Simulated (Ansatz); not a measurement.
**C₆H₁₅FO₃Zr: one species, many methods**

An exercise on one series of results from a longer session: the logs are not shown, and one member is left open.

The runs use Ansatz 0.2.0, Gaussian basis; functionals in def2-TZVPP, the program's frozen cores in correlated methods.

Levels to be run: LDA (SPW92), PBE-D4, revPBE-D4, BLYP-D4, r2SCAN-D4, B97M-V, PBE0-D4, B3LYP-D4, r2SCANh-D4, r2SCAN0-D4, HSE06-D4, BHLYP-D4, CAM-B3LYP-D4, LC-ωPBE, ωB97X-V, ωB97M-V, B2PLYP, PBE-QIDH; CCSD(T)/def2-SVP; CCSD(T)/def2-TZVPP; MP2/def2-QZVPP; extrapolation to the limit; RPA on PBE.

**The relaxed structure**

The geometry comes from an earlier relaxation with PBE0-D4 in a triple-zeta def2 set; it is a stationary point, not always the lowest conformer. Zr takes the def2 core potential; no spin-orbit term is included.

SMILES `CC[O][Zr]([F])([O]CC)[O]CC`, 26 atoms, charge 0, spin multiplicity 1.

Atoms are counted from 1 here; the program's logs count them from 0.

Bond lengths: C1–C2 1.514 Å, C1–H12 1.093 Å, C1–H13 1.093 Å, C1–H14 1.093 Å, C2–O3 1.393 Å, C2–H15 1.098 Å, C2–H16 1.097 Å, O3–Zr4 1.920 Å, Zr4–F5 1.932 Å, Zr4–O6 1.919 Å, Zr4–O9 1.918 Å, O6–C7 1.393 Å, C7–C8 1.513 Å, C7–H17 1.097 Å, C7–H18 1.097 Å, C8–H19 1.093 Å, C8–H20 1.093 Å, C8–H21 1.092 Å and more. Angles: C2–C1–H12 110.6°, C2–C1–H13 110.6°, C2–C1–H14 110.6°, H12–C1–H13 108.3°, H12–C1–H14 108.4°, H13–C1–H14 108.3°, C1–C2–O3 111.6°, C1–C2–H15 110.1°, C1–C2–H16 110.1°, O3–C2–H15 109.1°, O3–C2–H16 108.9°, H15–C2–H16 107.0°, C2–O3–Zr4 165.5°, O3–Zr4–F5 109.7°, O3–Zr4–O6 109.6°, O3–Zr4–O9 108.7°, F5–Zr4–O6 109.8°, F5–Zr4–O9 109.6° and more.

Set-up of the first run:

Input file in.yaml:

```yaml
crystal:
  periodic: [false, false, false]
  atoms:
    - {symbol: C, position_ang: [-0.232932, -3.112053, 0.936698]}
    - {symbol: C, position_ang: [-1.336061, -2.368509, 1.658823]}
    - {symbol: O, position_ang: [-1.060894, -1.006050, 1.751929]}
    - {symbol: Zr, position_ang: [-0.348161, 0.764558, 1.543471]}
    - {symbol: F, position_ang: [-0.466408, 1.716883, 3.220387]}
    - {symbol: O, position_ang: [-1.338488, 1.701461, 0.192588]}
    - {symbol: C, position_ang: [-1.989652, 2.167487, -0.947533]}
    - {symbol: C, position_ang: [-1.560912, 1.408169, -2.184398]}
    - {symbol: O, position_ang: [1.488126, 0.628450, 1.007538]}
    - {symbol: C, position_ang: [2.714459, 0.478334, 0.363926]}
    - {symbol: C, position_ang: [2.603518, 0.756085, -1.119446]}
    - {symbol: H, position_ang: [-0.461760, -4.179325, 0.880187]}
    - {symbol: H, position_ang: [-0.114770, -2.732482, -0.081397]}
    - {symbol: H, position_ang: [0.718193, -2.990996, 1.460498]}
    - {symbol: H, position_ang: [-2.289930, -2.506503, 1.133690]}
    - {symbol: H, position_ang: [-1.464032, -2.774336, 2.670044]}
    - {symbol: H, position_ang: [-3.073366, 2.072525, -0.804392]}
    - {symbol: H, position_ang: [-1.773734, 3.236409, -1.068616]}
    - {symbol: H, position_ang: [-2.079852, 1.788621, -3.067936]}
    - {symbol: H, position_ang: [-1.792935, 0.345145, -2.082157]}
    - {symbol: H, position_ang: [-0.485523, 1.512426, -2.346174]}
    - {symbol: H, position_ang: [3.441148, 1.160856, 0.821693]}
    - {symbol: H, position_ang: [3.082498, -0.542441, 0.529121]}
    - {symbol: H, position_ang: [1.900045, 0.064177, -1.589175]}
    - {symbol: H, position_ang: [2.251841, 1.775656, -1.293826]}
    - {symbol: H, position_ang: [3.575483, 0.639557, -1.605545]}
basis:
  gaussian: {orbitals: def2-TZVPP}
hamiltonian: {xc: lda}
output: {orbitals: {seedname: orbitals}}
```

Launch:

```sh
> ansatz run in.yaml --threads 11 --pin off --events-out ev --progress --plain --max-ram 174080MiB --backend cuda --devices 0, --max-vram 75GiB
```

Among the steps run: LDA; PBE-D4 (GGA); revPBE-D4 (GGA); BLYP-D4 (GGA); r2SCAN-D4 (meta-GGA); B97M-V (meta-GGA); B3LYP-D4 (hybrid); r2SCANh-D4 (hybrid); r2SCAN0-D4 (hybrid); HSE06-D4 (hybrid); BHLYP-D4 (hybrid); CAM-B3LYP-D4 (range-separated); LC-ωPBE (range-separated); ωB97X-V (range-separated); ωB97M-V (range-separated); B2PLYP (double hybrid); PBE-QIDH (double hybrid).

One table of the session follows, with a row left open; its other results are not shown here.

It belongs to the step «Frontier levels by functional». 

```
  functional  HOMO (eV)  gap (eV)
 LDA (SPW92)      -6.42      5.61
      PBE-D4      -6.26      5.68
   revPBE-D4      -6.19      5.72
     BLYP-D4      -6.17      5.65
   r2SCAN-D4      -6.57      6.49
      B97M-V      -6.70      6.12
     PBE0-D4      -7.76      7.86
    B3LYP-D4      -7.53      7.38
  r2SCANh-D4      -7.14      7.27
  r2SCAN0-D4      -7.99      8.41
    HSE06-D4      -7.36      7.11
    BHLYP-D4      -9.23      9.83
CAM-B3LYP-D4          ?         ?
     LC-ωPBE     -10.48     12.28
     ωB97X-V     -10.17     11.78
     ωB97M-V     -10.11     11.18
```

Estimate the missing values for CAM-B3LYP-D4.

The run gave: HOMO (eV): -9.18; gap (eV): 9.93. In the column «HOMO (eV)» it lies between BHLYP-D4 (-9.23) and r2SCAN0-D4 (-7.99).
